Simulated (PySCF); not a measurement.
# SiH2Br− (SMILES [SiH2-]Br) at 6 levels

We compute a comparison of 6 runs (MP2/STO-6G, CCSDT(Q)/STO-6G, CCSDT/STO-6G, CISD/STO-6G, CCSD(T)/STO-6G, FCI/STO-6G) of SiH2Br−. Input form: a Python script.

Program for the calculation: PySCF 2.14.0.

3 further runs of the same task are left out: 3 set aside as unsound or not needed.

## Step 1: The system as given

SiH2Br− has 4 atoms, charge -1, and is taken as a singlet. SMILES: `[SiH2-]Br`. The Si1–Br2 distance was set to 6.790 Å, away from the relaxed value. At this shape a bond of the SMILES string is far longer than usual.

Bond lengths: Si1–H3 1.496 Å, Si1–H4 1.496 Å. Angles: H3–Si1–H4 98.4°.

## Step 2: The energy at MP2/STO-6G (run 1)

job.py

```python
from pyscf import gto, mp

mol = gto.Mole()
mol.atom = '''
Si    -6.756430    -0.891911    -6.376427
Br     3.189310    -0.512796     1.721673
H     -8.680058    -1.245252    -4.334011
H     -6.933857     1.918811    -6.628989
'''
mol.unit = 'bohr'
mol.verbose = 3
mol.charge = -1
mol.basis = 'sto-6g'
mol.max_memory = 1860
mol.build()

mf = mol.RHF()
mf.conv_tol = 1e-10
mf.kernel()
if not mf.converged:
    mf = mf.newton().run(mf.mo_coeff, mf.mo_occ)

pt = mp.MP2(mf, frozen=14).run()
e_final = pt.e_tot
print('E = %.10f Eh' % e_final)
```

The run is started by

```
$ OMP_NUM_THREADS=1 python job.py
```

The log of the run:

```text
converged SCF energy = -2848.45879878586
E(RMP2) = -2848.49133210574  E_corr = -0.0325333198888289
E(SCS-RMP2) = -2848.49777787347  E_corr = -0.0389790876131916
E = -2848.4913321057 Eh
```

Wall time 1.1 s (1 thread of Intel Xeon Platinum 8375C at 2.90GHz (Ice Lake), shared host); peak memory 0.12 GiB.

## Step 3: The energy at CCSDT(Q)/STO-6G (run 2)

start.xyz

```xyz
4

Si    -3.575349    -0.471979    -3.374260
Br     1.687710    -0.271360     0.911070
H     -4.593289    -0.658959    -2.293460
H     -3.669239     1.015391    -3.507910
```

calc.py

```python
from pyscf import gto, scf, cc

system = gto.M(
    atom='start.xyz',
    basis='sto-6g',
    verbose=3,
    spin=0,
    charge=-1,
    max_memory=1860,
)

mf = scf.RHF(system)
mf.conv_tol = 1e-10
mf.kernel()
if not mf.converged:
    mf = mf.newton().run(mf.mo_coeff, mf.mo_occ)

mycc = cc.CCSDT(mf, frozen=14)
mycc.kernel()
e_bracket, e_q = mycc.ccsdt_q()
e_tot = mycc.e_tot + e_q
print('E = %.10f Eh' % e_tot)
```

The run is started by

```
$ OMP_NUM_THREADS=1 python calc.py
```

The log of the run:

```text
converged SCF energy = -2848.45879878628
_make_eris_incore_RCCSDT

WARN: A large `blksize` is being used, which may cause large memory consumption
      for storing contraction intermediates. If memory is sufficient, consider using
      `pyscf.cc.rccsdt_highm.RCCSDT` instead.

RCCSDT converged
E(RCCSDT) = -2848.510944472818   E_corr = -0.05214568653588691
E_corr(same-spin) = -2.27857066600329e-05
E_corr(oppo-spin) = -0.0521229008292269
_make_eris_incore_RCCSDT
E = -2848.5109772165 Eh
```

Run time: 6.9 s. Hardware: 1 thread of Intel Xeon Platinum 8375C at 2.90GHz (Ice Lake), shared host; peak memory 0.11 GiB.

Runs 3 to 5 aren't shown in full; the table further down has their settings and results.

## Step 4: The energy at FCI/STO-6G (run 6)

calc.py

```python
from pyscf import gto, scf, mcscf
from pyscf import fci

mol = gto.M(
    atom='Si -3.575349 -0.471979 -3.374260; Br 1.687710 -0.271360 0.911070; H -4.593289 -0.658959 -2.293460; H -3.669239 1.015391 -3.507910',
    verbose=4,
    max_memory=1860,
    basis='sto-6g',
    charge=-1,
)

calc0 = scf.RHF(mol)
calc0.conv_tol = 1e-10
calc0.kernel()
if not calc0.converged:
    calc0 = calc0.newton().run(calc0.mo_coeff, calc0.mo_occ)

cas = mcscf.CASCI(calc0, calc0.mo_coeff.shape[-1] - 14, (mol.nelec[0] - 14, mol.nelec[1] - 14))  # full CI above the frozen core
cas.fcisolver = fci.direct_spin0.FCI(mol)  # even spin states alone
cas.kernel()
print('<S^2> = %.4f' % cas.fcisolver.spin_square(cas.ci, cas.ncas, cas.nelecas)[0])
e_tot = cas.e_tot
print(f'total energy: {e_tot:.8f} hartree')
```

The run is started by

```
$ OMP_NUM_THREADS=1 python calc.py
```

The log of the run:

```text
PySCF version 2.14.0

[INPUT] num. atoms = 4
[INPUT] num. electrons = 52
[INPUT] charge = -1
[INPUT] spin (= nelec alpha-beta = 2S) = 0
[INPUT] symmetry False subgroup None
[INPUT] Mole.unit = angstrom
[INPUT] Symbol           X                Y                Z      unit          X                Y                Z       unit  Magmom
[INPUT]  1 Si    -3.575349000000  -0.471979000000  -3.374260000000 AA   -6.756430409738  -0.891911046546  -6.376427273075 Bohr   0.0
[INPUT]  2 Br     1.687710000000  -0.271360000000   0.911070000000 AA    3.189309677690  -0.512796081162   1.721672780307 Bohr   0.0
[INPUT]  3 H     -4.593289000000  -0.658959000000  -2.293460000000 AA   -8.680058220977  -1.245252037317  -4.334011277645 Bohr   0.0
[INPUT]  4 H     -3.669239000000   1.015391000000  -3.507910000000 AA   -6.933856795573   1.918810899348  -6.628989169623 Bohr   0.0

nuclear repulsion = 53.568724463296
number of shells = 15
number of NR pGTOs = 174
number of NR cGTOs = 29
basis = sto-6g
ecp = {}

******** <class 'pyscf.scf.hf.RHF'> ********
method = RHF
initial guess = minao
damping factor = 0
level_shift factor = 0
DIIS = <class 'pyscf.scf.diis.CDIIS'>
diis_start_cycle = 1
diis_space = 8
diis_damp = 0
SCF conv_tol = 1e-10
SCF conv_tol_grad = None
SCF max_cycles = 50
direct_scf = True
direct_scf_tol = 1e-13
Set gradient conv threshold to 1e-05
Initial guess from minao.
init E= -2844.65973426982
  HOMO = -0.181274485258975  LUMO = 0.0181404823829148  gap/eV = 5.42636
cycle= 1 E= -2848.45506114548  delta_E= -3.8  |g|= 0.0698  |ddm|= 2.02
  HOMO = 0.0990742513651487  LUMO = 0.292915151440984  gap/eV = 5.27468
cycle= 2 E= -2848.45846845926  delta_E= -0.00341  |g|= 0.0184  |ddm|= 0.218
  HOMO = 0.0987297843696204  LUMO = 0.301684352833015  gap/eV = 5.52268
cycle= 3 E= -2848.45876607644  delta_E= -0.000298  |g|= 0.00416  |ddm|= 0.0718
  HOMO = 0.0986203537088566  LUMO = 0.300197109829033  gap/eV = 5.48518
cycle= 4 E= -2848.45879098467  delta_E= -2.49e-05  |g|= 0.00168  |ddm|= 0.018
  HOMO = 0.0985876265829793  LUMO = 0.300271799594266  gap/eV = 5.48811
cycle= 5 E= -2848.45879744174  delta_E= -6.46e-06  |g|= 0.000687  |ddm|= 0.0093
  HOMO = 0.0985608548919534  LUMO = 0.300299334360735  gap/eV = 5.48958
cycle= 6 E= -2848.45879877496  delta_E= -1.33e-06  |g|= 7.55e-05  |ddm|= 0.00599
  HOMO = 0.0985563875780214  LUMO = 0.300286083773701  gap/eV = 5.48934
cycle= 7 E= -2848.45879878628  delta_E= -1.13e-08  |g|= 1.92e-06  |ddm|= 0.00059
  HOMO = 0.0985563663331318  LUMO = 0.300286370214851  gap/eV = 5.48935
cycle= 8 E= -2848.45879878628  delta_E= -1.82e-12  |g|= 7.58e-08  |ddm|= 3.6e-06
  HOMO = 0.0985563692405484  LUMO = 0.300286338469991  gap/eV = 5.48935
Extra cycle  E= -2848.45879878628  delta_E= 9.09e-13  |g|= 1.58e-08  |ddm|= 1.43e-07
converged SCF energy = -2848.45879878628

******** <class 'pyscf.mcscf.casci.CASCI'> ********
CAS (12e+12e, 15o), ncore = 14, nvir = 0
natorb = False
canonicalization = True
sorting_mo_energy = False
******** <class 'pyscf.fci.direct_spin0.FCISolver'> ********
max. cycles = 100
conv_tol = 1e-10
davidson only = False
linear dependence = 1e-14
level shift = 0.001
max iter space = 12
nroots = 1
pspace_size = 400
spin = None
Density matrix diagonal elements [2.         2.         2.         2.         2.         1.97628037
 2.         1.96923781 1.94041794 2.         2.         2.
 0.04992279 0.03405959 0.0300815 ]
CASCI converged
CASCI E = -2848.51099752152  E(CI) = -165.868043010278  S^2 = 0.0000000
<S^2> = 0.0000
total energy: -2848.51099752 hartree
```

Wall time 2.5 s (1 thread of Intel Xeon Platinum 8375C at 2.90GHz (Ice Lake), shared host); peak memory 0.16 GiB.

## Step 5: All runs side by side

| run | level | energy (Eh) | HOMO energy (eV) | LUMO energy (eV) | HOMO–LUMO gap (eV) | wall time |
| --- | --- | --- | --- | --- | --- | --- |
| 1 | MP2/STO-6G | -2848.491332 | 2.68 | 8.17 | 5.49 | 1.1 s |
| 2 | CCSDT(Q)/STO-6G | -2848.510977 | 2.68 | 8.17 | 5.49 | 6.9 s |
| 3 | CCSDT/STO-6G | -2848.510944 | 2.68 | 8.17 | 5.49 | 1.9 s |
| 4 | CISD/STO-6G | -2848.509120 | 2.68 | 8.17 | 5.49 | 1.1 s |
| 5 | CCSD(T)/STO-6G | -2848.510894 | 2.68 | 8.17 | 5.49 | 1.3 s |
| 6 | FCI/STO-6G | -2848.510998 | 2.68 | 8.17 | 5.49 | 2.5 s |

## Step 6: What came out

```
                                                    quantity           value
                                         run 6: total energy  -2848.51100 Eh
                  run 6: HOMO energy (Hartree–Fock orbitals)         2.68 eV
                  run 6: LUMO energy (Hartree–Fock orbitals)         8.17 eV
run 6: HOMO–LUMO gap (to an unbound level, set by the basis)         5.49 eV
         run 6: correlation energy (14 core orbitals frozen)       -52.2 mEh
```

Against full CI in this basis: MP2 +19.7 mEh; CCSDT(Q) +0.0 mEh; CCSDT +0.1 mEh; CISD +1.9 mEh; CCSD(T) +0.1 mEh. In runs 1, 2, 3, 4, 5, 6 the HOMO lies above zero, so the outermost electron may be held by the basis alone. In runs 1, 2, 3, 4, 5, 6 the basis is minimal, so the values are rough. All runs together took 15 s, the longest 6.9 s.
